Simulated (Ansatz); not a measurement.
# C₃H₉ClSi: one species, many methods

An exercise on one series of results from a longer session: the logs are not shown, and one member is left open.

The runs use Ansatz 0.2.0, Gaussian basis; functionals in def2-TZVPP, the program's frozen cores in correlated methods.

Levels to be run: PBE-D4, r2SCAN-D4, PBE0-D4, B3LYP-D4, ωB97X-V, ωB97M-V, B2PLYP; CCSD(T)/def2-TZVPP; MP2/def2-QZVPP; extrapolation to the limit.

## The geometry

An earlier PBE0-D4 in a triple-zeta def2 set relaxation fixed the geometry.

14 atoms, charge 0, spin multiplicity 1.

Atoms are counted from 1 here; the program's logs count them from 0.

Bond lengths: C1–Si2 1.871 Å, C1–H6 1.093 Å, C1–H7 1.092 Å, C1–H8 1.093 Å, Si2–C3 1.887 Å, Si2–H9 1.489 Å, Si2–H10 1.491 Å, C3–C4 1.507 Å, C3–H11 1.094 Å, C3–H12 1.095 Å, C4–Cl5 1.795 Å, C4–H13 1.090 Å, C4–H14 1.090 Å. Angles: Si2–C1–H6 110.9°, Si2–C1–H7 110.7°, Si2–C1–H8 111.4°, H6–C1–H7 107.9°, H6–C1–H8 108.1°, H7–C1–H8 107.7°, C1–Si2–C3 111.8°, C1–Si2–H9 110.2°, C1–Si2–H10 109.7°, C3–Si2–H9 108.0°, C3–Si2–H10 108.9°, H9–Si2–H10 108.1°, Si2–C3–C4 113.1°, Si2–C3–H11 108.3°, Si2–C3–H12 108.6°, C4–C3–H11 110.0°, C4–C3–H12 110.1°, H11–C3–H12 106.7° and more.

Set-up of the first run:

File in.yaml:

```yaml
crystal:
  periodic: [false, false, false]
  atoms:
    - {symbol: C, position_ang: [-1.779983, -0.113239, -0.901234]}
    - {symbol: Si, position_ang: [-0.274525, -1.105871, -0.403768]}
    - {symbol: C, position_ang: [1.194610, 0.005909, 0.003816]}
    - {symbol: C, position_ang: [0.930485, 0.933730, 1.161452]}
    - {symbol: Cl, position_ang: [2.344623, 1.972922, 1.538887]}
    - {symbol: H, position_ang: [-1.560769, 0.523010, -1.762336]}
    - {symbol: H, position_ang: [-2.605259, -0.774964, -1.173893]}
    - {symbol: H, position_ang: [-2.123337, 0.526840, -0.085002]}
    - {symbol: H, position_ang: [0.129004, -2.015667, -1.511072]}
    - {symbol: H, position_ang: [-0.594236, -1.941284, 0.789134]}
    - {symbol: H, position_ang: [2.056077, -0.631628, 0.224875]}
    - {symbol: H, position_ang: [1.452778, 0.583872, -0.889364]}
    - {symbol: H, position_ang: [0.108157, 1.619593, 0.959020]}
    - {symbol: H, position_ang: [0.709476, 0.387478, 2.078488]}
basis:
  gaussian: {orbitals: def2-TZVPP}
hamiltonian: {xc: pbe, dispersion: d4}
output: {forces: true, orbitals: {seedname: orbitals}}
```

Command:

```bash
> ansatz run in.yaml --threads 4 --pin off --events-out ev --progress --plain --max-ram 10444MiB
```

Steps of the session up to this table: PBE-D4 (GGA); r2SCAN-D4 (meta-GGA); PBE0-D4 (hybrid); B3LYP-D4 (hybrid); ωB97X-V (range-separated); ωB97M-V (range-separated); B2PLYP (double hybrid); CCSD(T) in def2-TZVPP; MP2 in def2-QZVPP.

One of the session's tables, all rows but one given; the rest of the session is left out.

```
            method  atomisation energy (kcal/mol)
            PBE-D4                         1218.0
         r2SCAN-D4                         1207.5
           PBE0-D4                         1208.3
          B3LYP-D4                         1203.7
           ωB97X-V                         1208.7
           ωB97M-V                         1208.6
            B2PLYP                         1190.6
     HF/def2-TZVPP                          913.8
    MP2/def2-TZVPP                         1186.1
   CCSD/def2-TZVPP                         1164.1
CCSD(T)/def2-TZVPP                         1177.9
           MP2/CBS                         1213.5
       CCSD(T)/CBS                              ?
```

**Question.** Estimate the row for CCSD(T)/CBS.

**Answer.** atomisation energy (kcal/mol): 1205.3. In the column «atomisation energy (kcal/mol)» it lies between B3LYP-D4 (1203.7) and r2SCAN-D4 (1207.5).

To keep in mind: Free atoms (3 C, 1 Si, 1 Cl, 9 H) were run apart at each level; the atomisation energy is their sum less the molecule, without zero-point or spin-orbit terms.
